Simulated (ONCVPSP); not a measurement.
**Pseudopotential generation for tungsten: ONCV, PBEsol**

Aim: build the potential from the settings below, then test how well it stands in for the atom: other configurations, scattering, ghost states and the plane-wave cutoff that it needs.

The numbers are computed with ONCVPSP 4.0.1.1 (patched build) (PBEsol, scalar-relativistic, spin-unpolarised reference atom).

## (1) The atom and the settings

The settings as typed:

```json
{"element": "tungsten (W, Z = 74)", "type": "optimised norm-conserving Vanderbilt (ONCV)", "frozen core": "[Xe]", "valence charge": "20", "reference configuration": "4f14 5d4 6s1.75 6p0.25", "partial waves": "6s: rc 2.80 bohr, ncon 5, nbas 9, qcut 2.1 1/bohr, 3 projectors, debl 0.8 Ha; 6p: rc 2.95 bohr, ncon 4, nbas 8, qcut 2.3 1/bohr, 1 projector; 5d: rc 1.95 bohr, ncon 4, nbas 8, qcut 4.2 1/bohr, 2 projectors, debl 3.3 Ha; 4f: rc 0.90 bohr, ncon 3, nbas 8, qcut 20.8 1/bohr, 2 projectors, debl 2.7 Ha", "local potential": "polynomial inside 0.60 bohr (lpopt 4, dvloc0 -1 Ha)", "core correction": "Teter function fitted to the true core (icmod 2), fcfact 0.25"}
```

An earlier all-electron run gives the scale for the radii.

All-electron outer shells of the reference configuration (PBEsol, scalar-relativistic, ld1.x):

| shell | level (eV) | outermost node (bohr) | outermost maximum (bohr) |
| --- | --- | --- | --- |
| 5s | -79.53 | 0.53 | 0.96 |
| 5p | -43.64 | 0.57 | 1.09 |
| 4f | -33.66 | – | 0.43 |
| 6s | -6.03 | 1.28 | 2.64 |
| 5d | -4.89 | 0.63 | 1.49 |
| 6p | -1.55 | 1.54 | 3.70 |

## (2) The generation run

The input, W.dat:

```
# ATOM AND REFERENCE CONFIGURATION
# atsym  z   nc   nv     iexc    psfile
  W 74.00   11    4  -116133      upf
#
#   n    l    f
    1    0    2.00
    2    0    2.00
    2    1    6.00
    3    0    2.00
    3    1    6.00
    3    2   10.00
    4    0    2.00
    4    1    6.00
    4    2   10.00
    5    0    2.00
    5    1    6.00
    4    3   14.00
    5    2    4.00
    6    0    1.75
    6    1    0.25
#
# PSEUDOPOTENTIAL AND OPTIMIZATION
# lmax
    3
#
#   l,   rc,      ep,       ncon, nbas, qcut
    0    2.80    0.00    5    9    2.10
    1    2.95    0.00    4    8    2.30
    2    1.95    0.00    4    8    4.20
    3    0.90    0.00    3    8   20.80
#
# LOCAL POTENTIAL
# lloc, lpopt,  rc(5),   dvloc0
    4    4    0.60   -1.00
#
# VANDERBILT-KLEINMAN-BYLANDER PROJECTORs
# l, nproj, debl
    0    3    0.80
    1    1    2.70
    2    2    3.30
    3    2    2.70
#
# MODEL CORE CHARGE
# icmod, fcfact, rcfact
    2    0.25    0.85
#
# LOG DERIVATIVE ANALYSIS
# epsh1, epsh2, depsh
   -3.00    5.00    0.02
#
# OUTPUT GRID
# rlmax, drl
    6.00    0.01
#
# TEST CONFIGURATIONS
# ncnf
    4
# nvcnf
#   n    l    f
    4
    4    3   14.00
    5    2    4.00
    6    0    2.00
    6    1    0.00
#
    4
    4    3   14.00
    5    2    4.00
    6    0    1.00
    6    1    0.00
#
    4
    4    3   14.00
    5    2    4.00
    6    0    0.00
    6    1    0.00
#
    4
    4    3   14.00
    5    2    3.00
    6    0    2.00
    6    1    1.00
#
```

Command:

```bash
$ oncvpsp.x < W.dat > W.out
```

Before running it: what results should come out? Wanted: cutoffs for 1 and 0.1 mHa per electron, occupied waves; bound ghosts; GHOST(+) flags; largest test error; largest phase difference near zero energy, channels read; rms error of d²Exc/dn², without and with the model core.

As calculated:

| quantity | value |
| --- | --- |
| cutoffs for 1 and 0.1 mHa per electron, occupied waves | 173 Ha and 190 Ha |
| bound ghosts | s at -388.13 eV, s at -25.07 eV, p at -518.93 eV, p at -35.49 eV and 1 more |
| GHOST(+) flags | none at low energy (1 near or above the test basis's cutoff) |
| largest test error (AE − PS) | -50 meV, for 4f14 5d3 6s2 6p1 |
| largest phase difference near zero energy, channels read | 0.009 rad |
| rms error of d²Exc/dn², without and with the model core | 7.13 and 6.10 mHa |

In words: It has a bound ghost (s, p, d), a state that the atom doesn't have, and that rules the file out. The worst unpolarised test, 4f14 5d3 6s2 6p1, is off by 50 meV on 3.0 eV; by total energies transferability rates as fair. By its cutoff, 173 Ha for the looser tolerance, it is very hard. At the looser tolerance the 4f wave is the slowest; 5d needs 46 Ha. Near zero energy the phases of the channels with partial waves agree within 0.009 rad. The pseudo curves have a pole with no partner nearby in the atom's: d at -2.76 Ha. These are tests on the free atom; a crystal test is still owed.
